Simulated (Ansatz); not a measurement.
Run this with the Ansatz DFT code, driven from Python and show what comes out.

The script, `scan_ch6osisn.py`:
```python
"""Potential curve of CH6OSiSn along one bond."""

from dataclasses import dataclass

import ansatz as az
import numpy as np


@dataclass(frozen=True)
class Options:
    basis: str = "def2-SVP"
    xc: str = "b3lyp"


opts = Options()

geometry_ang = [
    ("O", (0.5671, -1.1754, -1.631)),
    ("C", (0.221, -0.4085, -0.7082)),
    ("Si", (0.3865, 1.4209, -0.8703)),
    ("Sn", (-0.4371, -1.233, 1.0896)),
    ("H", (0.9444, 1.7474, -2.2069)),
    ("H", (1.3549, 1.9096, 0.1723)),
    ("H", (-0.8609, 2.0668, -0.6596)),
    ("H", (0.7268, -2.313, 1.754)),
    ("H", (-0.8356, 0.059, 2.2773)),
    ("H", (-1.984, -2.1251, 0.7858)),
]
geometry = az.Crystal.molecule()
for symbol, xyz in geometry_ang:
    geometry = geometry.atom(symbol, xyz)

symbols = [site.symbol for site in geometry.cartesian_sites]
start = np.array([site.position_ang for site in geometry.cartesian_sites])
axis = (start[7] - start[3]) / np.linalg.norm(start[7] - start[3])
moving = [7]
lengths, energies = [1.515, 1.583, 1.652, 1.721, 1.79, 1.859, 1.928, 2.031], []
for length in lengths:
    xyz = start.copy()
    xyz[moving] += (length - np.linalg.norm(start[7] - start[3])) * axis
    point = az.Crystal.molecule()
    for symbol, place in zip(symbols, xyz):
        point = point.atom(symbol, place.tolist())
    model = (
        point.calculation()
        .basis(gaussian=opts.basis)
        .functional(opts.xc)
    )
    data = model.run(threads=1, pin="off").report
    energies.append(data["free_energy_ev"])
    print(f"r = {length:6.3f} A  E = {energies[-1]:.5f} eV  <S^2> = {abs(data['mean_field']['state']['spin_squared']):.3f}")

# quartic fit about the minimum
fit = np.polynomial.Polynomial.fit(lengths, np.array(energies) - min(energies), 4).convert()
roots = [r.real for r in fit.deriv().roots() if abs(r.imag) < 1e-9 and fit.deriv(2)(r.real) > 0]
r_e = min(roots, key=lambda r: abs(r - lengths[int(np.argmin(energies))]))
print(f"minimum of the fit at {r_e:.4f} A, force constant {fit.deriv(2)(r_e):.2f} eV/A^2")
```

Running `python scan_ch6osisn.py` prints:
```text
r =  1.515 A  E = -16885.81366 eV  <S^2> = 0.000
r =  1.583 A  E = -16886.03020 eV  <S^2> = 0.000
r =  1.652 A  E = -16886.14305 eV  <S^2> = 0.000
r =  1.721 A  E = -16886.17346 eV  <S^2> = 0.000
r =  1.790 A  E = -16886.14117 eV  <S^2> = 0.000
r =  1.859 A  E = -16886.06170 eV  <S^2> = 0.000
r =  1.928 A  E = -16885.94725 eV  <S^2> = 0.000
r =  2.031 A  E = -16885.73162 eV  <S^2> = 0.000
minimum of the fit at 1.7165 A, force constant 13.44 eV/A^2
```

Total energies depend on the basis set; only differences at equal settings carry meaning. The rest of the molecule is held rigid at a force-field or estimated start geometry, and the basis set is modest; single-reference methods fail as a bond breaks. def2 sets replace the cores of elements past krypton by effective core potentials. b3lyp holds the VWN-RPA fit, as in Gaussian; the form of ORCA and Turbomole is b3lyp5. The orbitals are restricted, so S² is zero by construction. Hardware and time: 36 s on 1 thread of Arm Neoverse V1 (shared host), peak memory 0.28 GiB.
